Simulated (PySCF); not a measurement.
**[TcS2]-: quintet, from a end-on start**

Aim: relax [TcS2]- as a quintet from a end-on start, check by its vibrations whether the end is a minimum, and collect its spectrum and constants.

Method: PBE0, basis Tc def2-SVPD with ECP28, S def2-SVPD, scalar-relativistic core potentials, no spin–orbit coupling, density fitting; program: PySCF 2.14.0.

## 1. The system as given

3 atoms, charge -1, spin multiplicity 5.

Bond lengths: Tc1–S2 2.379 Å, S2–S3 2.047 Å. Angles: Tc1–S2–S3 119.9°.

```xyz
3
charge -1 multiplicity 5
Tc    0.0000    0.0000    0.0000
S     0.0000    0.0000    2.3793
S     1.7748    0.0000    3.3993
```

## 2. First SCF at the start

The steps below are one call of a driver around PySCF. For each, scf.py gives the equivalent set-up of the SCF; relaxations use the driver's own optimiser. After this first run the driver tries any further starts and a stability analysis.

File scf.py:

```python
from pyscf import gto, scf, dft
mol = gto.M(atom='''
Tc     0.000000     0.000000     0.000000
S      0.000000     0.000000     2.379300
S      1.774800     0.000000     3.399300''',
    basis={'Tc': 'def2-SVPD', 'S': 'def2-SVPD'},
    ecp={'Tc': 'def2-SVPD'},
    charge=-1, spin=4)
mf = dft.UKS(mol, xc='PBE0')
mf.grids.atom_grid = (50, 194)
aux = {'Tc': 'def2-universal-JKFIT', 'S': 'def2-universal-JKFIT'}
mf = mf.density_fit(auxbasis=aux)
mf.conv_tol = 1e-08
mf.diis_space = 10
mf.max_cycle = 60
mf.init_guess = 'minao'
mf.verbose = 4
mf.kernel()
```

Command:

```bash
$ OMP_NUM_THREADS=2 python axn.py task.json out
```

Log, shortened:

```text
[... the frontier levels of the middle cycles are left out ...]
init E= -868.278599784597
[... the frontier-level lines of each cycle are left out ...]
cycle= 1 E= -875.116850149266  delta_E= -6.84  |g|= 1.34  |ddm|= 2.34
cycle= 2 E= -861.907822173456  delta_E= 13.2  |g|= 3.25  |ddm|= 46.6
cycle= 3 E= -875.929074368772  delta_E=  -14  |g|= 0.999  |ddm|= 46.2
cycle= 4 E= -876.494366573074  delta_E= -0.565  |g|= 0.397  |ddm|= 2.87
cycle= 5 E= -876.614931097055  delta_E= -0.121  |g|= 0.184  |ddm|= 1.09
cycle= 6 E= -876.63725273144  delta_E= -0.0223  |g|= 0.0637  |ddm|= 0.493
cycle= 7 E= -876.639003734152  delta_E= -0.00175  |g|= 0.0572  |ddm|= 0.18
cycle= 8 E= -876.641779155347  delta_E= -0.00278  |g|= 0.0272  |ddm|= 0.107
cycle= 9 E= -876.64276695046  delta_E= -0.000988  |g|= 0.019  |ddm|= 0.0885
cycle= 10 E= -876.643712871991  delta_E= -0.000946  |g|= 0.0084  |ddm|= 0.126
cycle= 11 E= -876.643936898538  delta_E= -0.000224  |g|= 0.00614  |ddm|= 0.0438
cycle= 12 E= -876.644147829101  delta_E= -0.000211  |g|= 0.00379  |ddm|= 0.0509
cycle= 13 E= -876.644385364058  delta_E= -0.000238  |g|= 0.00282  |ddm|= 0.086
cycle= 14 E= -876.644473769436  delta_E= -8.84e-05  |g|= 0.00197  |ddm|= 0.0446
[... 18 cycles left out ...]
cycle= 33 E= -876.644586993858  delta_E= 1.83e-06  |g|= 0.000811  |ddm|= 0.00626
cycle= 34 E= -876.644593515063  delta_E= -6.52e-06  |g|= 0.000611  |ddm|= 0.0171
cycle= 35 E= -876.644560075073  delta_E= 3.34e-05  |g|= 0.00179  |ddm|= 0.127
cycle= 36 E= -876.644588762087  delta_E= -2.87e-05  |g|= 0.000569  |ddm|= 0.101
cycle= 37 E= -876.644567044031  delta_E= 2.17e-05  |g|= 0.000647  |ddm|= 0.0756
cycle= 38 E= -876.644576641964  delta_E= -9.6e-06  |g|= 0.000624  |ddm|= 0.0323
cycle= 39 E= -876.64456438151  delta_E= 1.23e-05  |g|= 0.000466  |ddm|= 0.05
cycle= 40 E= -876.644559921288  delta_E= 4.46e-06  |g|= 0.000436  |ddm|= 0.0235
cycle= 41 E= -876.644549372461  delta_E= 1.05e-05  |g|= 0.000391  |ddm|= 0.0763
cycle= 42 E= -876.644547616233  delta_E= 1.76e-06  |g|= 0.000121  |ddm|= 0.0244
cycle= 43 E= -876.64454668304  delta_E= 9.33e-07  |g|= 0.000167  |ddm|= 0.0177
cycle= 44 E= -876.644546131978  delta_E= 5.51e-07  |g|= 0.000111  |ddm|= 0.0202
cycle= 45 E= -876.644546033901  delta_E= 9.81e-08  |g|= 3.32e-05  |ddm|= 0.00985
cycle= 46 E= -876.644546025495  delta_E= 8.41e-09  |g|= 1.35e-05  |ddm|= 0.00423
Extra cycle  E= -876.644546026426  delta_E= -9.31e-10  |g|= 1.49e-05  |ddm|= 8.74e-05
converged SCF energy = -876.644546026426  <S^2> = 6.3125541  2S+1 = 5.1234965
```

This step, with its further starts and checks, took 19 s on 2 threads of Arm Neoverse V1, shared host.

The starts that the driver tried:

| start | energy (Eh) |
| --- | --- |
| the minimal-basis guess | -876.644546 |
| a thermally smeared density | -876.646713 |
| a smeared PBE density | -876.646713 |

This is not the lowest solution: one lies 5.7 kJ/mol lower, at -876.64671 Eh, and the relaxation starts from that.

## 3. Relaxation: end-on start, quintet

The program finds Cs symmetry in the start, which this walk keeps. Threshold on the gradient: 0.0003 Eh/bohr, with a further test on the energy change.

scf.py: that of step 2 with these lines changed.

```diff
@@ -3,3 +3,3 @@
-Tc     0.000000     0.000000     0.000000
-S      0.000000     0.000000     2.379300
-S      1.774800     0.000000     3.399300''',
+Tc    -0.348441     0.000000    -1.134494
+S     -0.348441     0.000000     1.244806
+S      1.426359     0.000000     2.264806''',
@@ -16 +15,0 @@
-mf.init_guess = 'minao'
```

Steps of the walk:

| step | energy (Eh) | change (kJ/mol) | largest symmetric gradient (Eh/bohr) |
| --- | --- | --- | --- |
| 0 | -876.646713 | 0.00 | 0.01703 |
| 1 | -876.648840 | -5.59 | 0.01557 |
| 2 | -876.655872 | -24.05 | 0.01756 |
| 3 | -876.659548 | -33.70 | 0.01125 |
| 4 | -876.663201 | -43.29 | 0.01389 |
| 5 | -876.664299 | -46.17 | 0.01044 |
| 6 | -876.665346 | -48.92 | 0.00664 |
| 7 | -876.665665 | -49.76 | 0.00504 |
| 8 | -876.665768 | -50.03 | 0.00147 |
| 9 | -876.665789 | -50.09 | 0.00049 |
| 10 | -876.665790 | -50.09 | 0.00008 |

The walk took 31 s.

After 10 steps and 50.1 kJ/mol it ends at Cs: S–S 2.120 Å, Tc–S 2.239 Å, Tc–S 2.558 Å; S–S–Tc 56.2°, S–S–Tc 71.8°, S–Tc–S 51.9°.

## 4. Is it a minimum? Harmonic modes

On the finer grid the gradient is checked again; gradients at displacements of ±0.02 bohr then give force constants and infrared intensities.

scf.py: that of step 3 with these lines changed.

```diff
@@ -3,3 +3,3 @@
-Tc    -0.348441     0.000000    -1.134494
-S     -0.348441     0.000000     1.244806
-S      1.426359     0.000000     2.264806''',
+Tc    -0.050070     0.000000    -0.844228
+S     -0.975176     0.000000     1.196040
+S      1.134387     0.000000     1.418280''',
@@ -10 +10 @@
-mf.grids.atom_grid = (50, 194)
+mf.grids.atom_grid = (75, 302)
@@ -13 +13 @@
-mf.conv_tol = 1e-08
+mf.conv_tol = 1e-10
```

The driver hands on the density of the step before, so the log starts near convergence.

SCF at the final geometry:

```text
init E= -876.665800530964
[... the frontier-level lines of each cycle are left out ...]
cycle= 1 E= -876.66580053085  delta_E= 1.14e-10  |g|= 1.58e-05  |ddm|= 4.7e-05
cycle= 2 E= -876.665800529709  delta_E= 1.14e-09  |g|= 4.58e-05  |ddm|= 0.000124
cycle= 3 E= -876.665800531029  delta_E= -1.32e-09  |g|= 1.22e-06  |ddm|= 9.19e-05
cycle= 4 E= -876.665800531042  delta_E= -1.36e-11  |g|= 1.12e-06  |ddm|= 9.83e-06
Extra cycle  E= -876.665800531055  delta_E= -1.23e-11  |g|= 1.06e-06  |ddm|= 1.36e-05
converged SCF energy = -876.665800531055  <S^2> = 6.0555758  2S+1 = 5.0221811
```

The whole step took 68 s.

Geometry: Cs; S–S 2.121 Å, Tc–S 2.240 Å, Tc–S 2.554 Å; S–S–Tc 56.4°, S–S–Tc 71.6°, S–Tc–S 52.0°.

Harmonic modes (main isotopes):

```json
{"symmetry": "a'", "ω (cm⁻¹)": "123", "IR (km/mol)": "14.7"}
{"symmetry": "a'", "ω (cm⁻¹)": "323", "IR (km/mol)": "18.0"}
{"symmetry": "a'", "ω (cm⁻¹)": "457", "IR (km/mol)": "334"}
```

Every mode is real; the point is a minimum.

Properties at this point:

| Quantity | Value |
| --- | --- |
| Dipole moment about the centre of mass | 3.03 D |
| Highest occupied level | -0.04 eV |
| Lowest empty level | 1.65 eV |
| Rotational constants | 0.2451, 0.09184, 0.06681 cm⁻¹ |
| Zero-point energy | 5.4 kJ/mol |
| Principal polarisabilities | 120.6, 147.3, 296.9 bohr³ |
| Principal traceless quadrupole moments about the centre of mass | -11.44, 4.03, 7.41 D Å |
| Entropy at 298.15 K and 1 bar (electronic part: spin only) | 317.9 J/(mol K) |
| Heat capacity Cp at 298.15 K | 53.8 J/(mol K) |
| Enthalpy at 298.15 K above 0 K | 13.44 kJ/mol |
| Rotational symmetry number | 1 |
| Spin squared ⟨S²⟩ | 6.056 |

Charges (e) and bond orders:

```csv
atom,Mulliken,Löwdin,polar tensor,spin (Mulliken),Mayer order to Tc1
Tc1,-0.16,-0.23,-0.05,3.85,–
S2,-0.31,-0.34,-0.50,0.00,0.77
S3,-0.53,-0.43,-0.45,0.15,0.60
```

Outer orbital energies (eV). α occupied: -4.78, -3.53, -2.99, -2.67, -2.07, -1.76, -0.73, -0.20; empty: 1.65, 3.56, 3.63, 4.15. β occupied: -16.26, -11.81, -5.25, -4.81, -3.98, -2.48, -1.04, -0.04; empty: 2.44, 2.81, 2.93, 2.96.

Mulliken populations on Tc1 (outside its core potential): s 3.15, p 6.31, d 5.70, f 0.01.

## 5. Summary of results

| quantity | value |
| --- | --- |
| minimum | quintet, Cs |
| geometry | S–S 2.121 Å, Tc–S 2.240 Å, Tc–S 2.554 Å; S–S–Tc 56.4°, S–S–Tc 71.6°, S–Tc–S 52.0° |
| wavenumbers (cm⁻¹) | 123 (a'), 323 (a'), 457 (a') |
| dipole moment (centre of mass) | 3.03 D |
| highest occupied, lowest empty level (either spin) | -0.04, 1.65 eV |
| polar-tensor charge of Tc1 | -0.05 e |
| zero-point energy | 5.4 kJ/mol |
| entropy at 298.15 K | 317.9 J/(mol K) |
| ⟨S²⟩ | 6.056 |

The end-on start keeps its Cs symmetry and ends in a minimum. In the infrared the band at 457 cm⁻¹ (a') leads. Most of the spin sits on Tc1 (Mulliken spin 3.85, against 4 for the whole molecule). The first SCF alone would have been 6 kJ/mol too high. Other starts or spin states, not run here, may lie lower. One determinant may miss the lowest occupation of an open d or f shell.

The search up to here took 2 min.
